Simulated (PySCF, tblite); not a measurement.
# C4H6NSi radical: geometry, infrared bands and EPR parameters

Wanted: the infrared bands and EPR parameters of C4H6NSi radical (`N#C[SiH]1C[CH]C1`), by calculation.

The runs use tblite 0.8.0 and PySCF 2.14.0, with density-fitted response routines of our own; the level of theory stands in each step. All values are computed, except where a source is named. Atoms are numbered from 0 throughout.

## Step 1: The starting structure

12 atoms, charge 0, multiplicity 2; geometry from: force field or distance geometry start.

Bonds of the start (Å): N0–C1 1.16, C1–Si2 1.79, Si2–C3 1.85, C3–C4 1.49, C4–C5 1.50, C5–Si2 1.87, Si2–H6 1.44, C3–H7 1.12, C3–H8 1.11, C4–H9 1.10, C5–H10 1.10, C5–H11 1.12.

## Step 2: Optimising the geometry with GFN2-xTB

Job settings and geometry (Å):

```
{"job": {"kind": "relax", "xc": "GFN2-xTB", "basis": "xTB"}, "charge": 0, "multiplicity": 2}
N      2.990400     0.036800    -1.359600
C      2.106900     0.099900    -0.608100
Si     0.769700     0.172600     0.586900
C     -0.451100    -1.173500     0.268000
C     -1.354100    -0.195300    -0.399900
C     -0.756100     1.108200     0.045200
H      1.102500     0.487200     1.954300
H     -0.036200    -1.986900    -0.373200
H     -0.896300    -1.587400     1.191500
H     -1.511700    -0.324000    -1.482300
H     -0.582000     1.864400    -0.738800
H     -1.380800     1.497100     0.889800
```

Run with:

```bash
$ OMP_NUM_THREADS=1 python probes_run.py task.json out
```

One launch serves the whole session: the jobs run in the order shown.

Log:

```text
step      E/eV     max force
  0    -437.72371    3.537
  1    -437.66456    9.339
  2    -437.93750    1.162
  3    -437.99705    0.788
  4    -438.04696    0.524
  5    -438.11095    0.712
  6    -438.12729    0.509
  7    -438.13881    0.271
  8    -438.14647    0.255
  9    -438.15270    0.274
 10    -438.15764    0.196
 11    -438.16141    0.154
 12    -438.16434    0.159
 13    -438.16770    0.193
 14    -438.17113    0.180
 15    -438.17381    0.109
 16    -438.17554    0.090
 17    -438.17672    0.082
 18    -438.17769    0.094
 19    -438.17849    0.092
 20    -438.17914    0.065
 21    -438.17973    0.070
 22    -438.18033    0.069
 23    -438.18085    0.054
 24    -438.18118    0.041
 25    -438.18140    0.043
 26    -438.18160    0.037
 27    -438.18188    0.055
 28    -438.18229    0.067
 29    -438.18280    0.076
 30    -438.18341    0.104
 31    -438.18419    0.126
 32    -438.18523    0.134
 33    -438.18644    0.122
 34    -438.18743    0.095
 35    -438.18807    0.049
 36    -438.18835    0.035
 37    -438.18849    0.035
 38    -438.18867    0.030
 39    -438.18886    0.042
 40    -438.18903    0.040
 41    -438.18919    0.034
 42    -438.18935    0.034
 43    -438.18949    0.042
 44    -438.18961    0.055
 45    -438.18970    0.034
 46    -438.18980    0.029
 47    -438.18993    0.049
 48    -438.19009    0.073
 49    -438.19026    0.070
 50    -438.19040    0.038
 51    -438.19051    0.028
 52    -438.19061    0.048
 53    -438.19077    0.081
 54    -438.19106    0.111
 55    -438.19144    0.101
 56    -438.19176    0.048
 57    -438.19195    0.045
 58    -438.19208    0.062
 59    -438.19227    0.076
 60    -438.19258    0.072
 61    -438.19297    0.051
 62    -438.19334    0.042
 63    -438.19354    0.084
 64    -438.19382    0.067
 65    -438.19400    0.058
 66    -438.19441    0.075
 67    -438.19463    0.044
 68    -438.19492    0.053
 69    -438.19517    0.079
 70    -438.19529    0.038
 71    -438.19537    0.030
 72    -438.19546    0.029
 73    -438.19549    0.016
 74    -438.19550    0.014
 75    -438.19550    0.004
```

It took 0.29 s on 1 thread of Arm Neoverse V2, shared host.

The steps of the relaxation: (not every step is listed) (the energy doesn't fall at every step)

```tsv
step	energy from step 0 (eV)	largest force (eV/Å)
0	0.0000	3.5373
1	0.0591	9.3390
2	-0.2138	1.1621
3	-0.2733	0.7882
4	-0.3233	0.5236
5	-0.3872	0.7121
6	-0.4036	0.5093
7	-0.4151	0.2713
8	-0.4228	0.2552
14	-0.4474	0.1795
20	-0.4554	0.0653
26	-0.4579	0.0370
32	-0.4615	0.1339
38	-0.4650	0.0296
44	-0.4659	0.0546
50	-0.4667	0.0379
56	-0.4681	0.0482
62	-0.4696	0.0417
68	-0.4712	0.0526
70	-0.4716	0.0384
71	-0.4717	0.0301
72	-0.4718	0.0290
73	-0.4718	0.0158
74	-0.4718	0.0142
75	-0.4718	0.0042
```

Distances of close pairs at the start and the end, largest changes first:

```tsv
bond	before (Å)	after (Å)	change (Å)
Si2–C3	1.845	1.921	+0.076
C1–Si2	1.795	1.866	+0.071
Si2–C5	1.870	1.921	+0.051
C4–H9	1.101	1.073	-0.028
C5–H11	1.120	1.095	-0.025
C3–H7	1.116	1.094	-0.022
Si2–H6	1.442	1.462	+0.020
N0–C1	1.162	1.146	-0.016
```

The final coordinates are the input of the step that follows.

## Step 3: Harmonic vibrations with GFN2-xTB

Job settings and geometry (Å):

```
{"job": {"kind": "ir", "xc": "GFN2-xTB", "basis": "xTB"}, "charge": 0, "multiplicity": 2}
N      3.196778     0.236090    -1.158894
C      2.280645     0.210550    -0.471650
Si     0.791137     0.170922     0.651786
C     -0.442463    -1.232060     0.203255
C     -1.348334    -0.204137    -0.386489
C     -0.717619     1.111411    -0.075964
H      1.258672     0.391199     2.018934
H     -0.123818    -2.006946    -0.500247
H     -0.878289    -1.760659     1.057683
H     -2.164331    -0.380472    -1.060935
H     -0.565852     1.753952    -0.948207
H     -1.285327     1.709464     0.644701
```

Log:

```text
mode    cm-1     km/mol
  1      40.2      3.72
  2     106.9      7.58
  3     137.5      6.21
  4     277.2     24.83
  5     312.8      0.03
  6     316.4      0.00
  7     502.4     25.49
  8     507.8     77.13
  9     605.3     11.70
 10     606.0     59.02
 11     622.2     33.33
 12     679.8     82.71
 13     778.3    112.08
 14     795.3     81.20
 15     965.4      1.92
 16    1005.7      8.29
 17    1040.4      7.80
 18    1044.7      1.18
 19    1148.6      3.82
 20    1197.1      8.71
 21    1256.0     24.56
 22    1442.3     10.64
 23    1446.4      0.96
 24    2271.8    337.54
 25    2348.8     39.10
 26    2876.0     28.37
 27    2876.5     50.40
 28    2925.2     53.55
 29    2928.8      2.40
 30    3128.3     70.32
```

Run time: 0.23 s. Hardware: 1 thread of Arm Neoverse V2, shared host.

Which atoms move in the most intense modes:

```tsv
cm⁻¹	km/mol	atoms
508	77.1	H6 76 %
606	59.0	H6 71 %
680	82.7	Si2 32 %, C3 24 %, C5 24 %
778	112.1	H10 18 %, H7 18 %, C5 16 %, C3 16 %
795	81.2	Si2 28 %, C5 17 %, C3 17 %
2272	337.5	H6 97 %
2925	53.5	H7 44 %, H10 30 %, H8 14 %
3128	70.3	H9 92 %
```

## Step 4: EPR parameters: B3LYP/pcH-1

Settings changed since step 3:

```diff
@@ -1,2 +1,2 @@
-{"job": {"kind": "ir", "xc": "GFN2-xTB", "basis": "xTB"}, "charge": 0, "multiplicity": 2}
+{"job": {"kind": "epr", "basis": "pcH-1"}, "charge": 0, "multiplicity": 2}
 N      3.196778     0.236090    -1.158894
```

Level: UKS B3LYP, pcH-1 on C H N Si, non-relativistic, mean-field spin-orbit, GIAO.

Log:

```text
UKS, coarse grid
  cycle   1  E = -500.14521356  |g| = 3.97e-01
  cycle   2  E = -499.98408293  |g| = 7.06e-01
  cycle   3  E = -500.21184731  |g| = 1.73e-01
  cycle   4  E = -500.22363862  |g| = 4.76e-02
  cycle   5  E = -500.22466874  |g| = 1.34e-02
  cycle   6  E = -500.22476549  |g| = 2.16e-03
  cycle   7  E = -500.22476930  |g| = 8.02e-04
UKS, final grid
  cycle   1  E = -500.22481663  |g| = 7.02e-04
  cycle   2  E = -500.22481656  |g| = 8.74e-04
  cycle   3  E = -500.22481690  |g| = 2.73e-04
  cycle   4  E = -500.22481693  |g| = 9.45e-05
  cycle   5  E = -500.22481693  |g| = 4.26e-05
  cycle   6  E = -500.22481693  |g| = 1.19e-05
E = -500.22481693 Eh   <S^2> = 0.7543 (exact 0.7500)
g shifts (ppm)      1          2          3
  rmc          -138       -138       -138
  gc              1         23         18
  oz_so        -151        674        826
  total        -288        559        707
hyperfine (MHz)  atom isotope    a_iso     a_fc   dipolar eigenvalues
    0   14N       0.01       0.01     -0.09     -0.04      0.13
    1   13C       0.38       0.38     -0.34     -0.31      0.65
    2  29Si     -26.21     -26.23     -2.13      0.59      1.54
    3   13C     -34.94     -34.96     -2.73      0.66      2.07
    4   13C     100.37     100.47    -81.24    -80.41    161.65
    5   13C     -34.94     -34.96     -2.74      0.66      2.07
    6    1H       2.16       2.16     -1.44     -1.33      2.76
    7    1H      95.96      95.95     -4.71     -3.43      8.14
    8    1H     139.66     139.66     -5.29     -3.98      9.27
    9    1H     -63.02     -63.04    -38.28     -0.42     38.70
   10    1H      95.84      95.84     -4.71     -3.43      8.14
   11    1H     139.74     139.74     -5.29     -3.98      9.27
```

Wall time 37 s (1 thread of Arm Neoverse V2, shared host); peak memory 0.77 GiB.

Principal g values 2.00203, 2.00288, 2.00303; g(iso) = 2.00265, against 2.00232 for a free electron.

Mean a(iso) over the nuclei that a row names, and the largest dipolar term of the row (other rows stand at the frozen geometry):

```tsv
nuclei	isotope	a(iso) (MHz)	a(iso) (G, at g = 2.0023)	largest dipolar term (MHz)
H8, H11	1H	139.7	49.8	9.3
C4	13C	100.4	35.8	161.6
H7, H10	1H	95.9	34.2	8.1
H9	1H	-63.0	-22.5	38.7
C3, C5	13C	-34.9	-12.5	-2.7
Si2	29Si	-26.2	-9.4	-2.1
H6	1H	2.2	0.8	2.8
C1	13C	0.4	0.1	0.7
N0	14N	0.0	0.0	0.1
```

Mulliken spin populations:

```tsv
atom	value (e)
N0	0.00
C1	0.00
Si2	0.01
C3	-0.09
C4	1.01
C5	-0.09
H6	0.00
H7	0.04
H8	0.06
H9	-0.04
H10	0.04
H11	0.06
```

In first order the couplings over 0.8 MHz of 1H give 36 distinct lines over 191.4 G, if the averaged nuclei exchange fast; the same motion can average rows kept apart here too.

The fields below are evaluated on a grid from the run's orbitals.

ELF in a plane through or near 4 of the atoms.

Ten even steps from '0' (0.00) to '9' (0.98):
```
0000000000000000000000000000
0000000000000000000000000000
0000000000000000000000000000
0000000000000343100000000000
0000000000003898410000000000
0000000000005999720000000000
0000012221003899730000000000
0001234554113675641000000000
0002556767624557975531000000
0014668726842226527874100000
0014668716842226437874000000
0002556767623557975541000000
0001234554113665641000000000
0000012221003899730000000000
0000000000005999720000000000
0000000000003898410000000000
0000000000001343100000000000
0000000000000000000000000000
0000000000000000000000000000
0000000000000000000000000000
```
The map spans 11.6 Å across and 9.0 Å up, centred on the molecule. Atoms in the plane (x, y in Å): C1 (-2.3, 0.0), C4 (1.4, 0.0), H7 (0.3, -1.9), H10 (0.4, 1.9).

On the surface of density 0.002 e/bohr³ the electrostatic potential runs, from the 1st to the 99th percentile, from -1.69 V near N0 to 1.59 V near Si2.

The spin density lies nearest to C4 65 %; H9 10 %.

## Step 5: Results

| quantity | value |
| --- | --- |
| strongest single infrared mode (GFN2-xTB) | 2272 cm⁻¹, 338 km/mol |
| zero-point energy (GFN2-xTB) | 51.7 kcal/mol |
| g(iso) (B3LYP) | 2.00265 |
| ⟨S²⟩ | 0.754 (exact 0.75) |
| largest a(iso) (averaged by class) | 1H on H8, H11, 139.7 MHz |
| potential on the surface of density 0.002 e/bohr³, 1st and 99th percentile | -1.69 V and 1.59 V |

The optimisation took 75 steps and gained 0.472 eV; among the close pairs (by a distance rule), Si2–C3 changed most, from 1.845 to 1.921 Å. All 30 modes are real, so the xTB geometry is a minimum. The strongest single mode, at 2272 cm⁻¹, moves mainly H6. Unscaled tight-binding wavenumbers are off by several per cent, some by more. Its intensities can rank the bands wrongly. C4 carries the largest spin population, 1.01 e. The isotropic g lies 0.3 ppt above the free-electron value. These values are for one conformer; the search (at its own cheap level) found 1 more, at 0.08 kcal/mol, and measured spectra average over such forms.
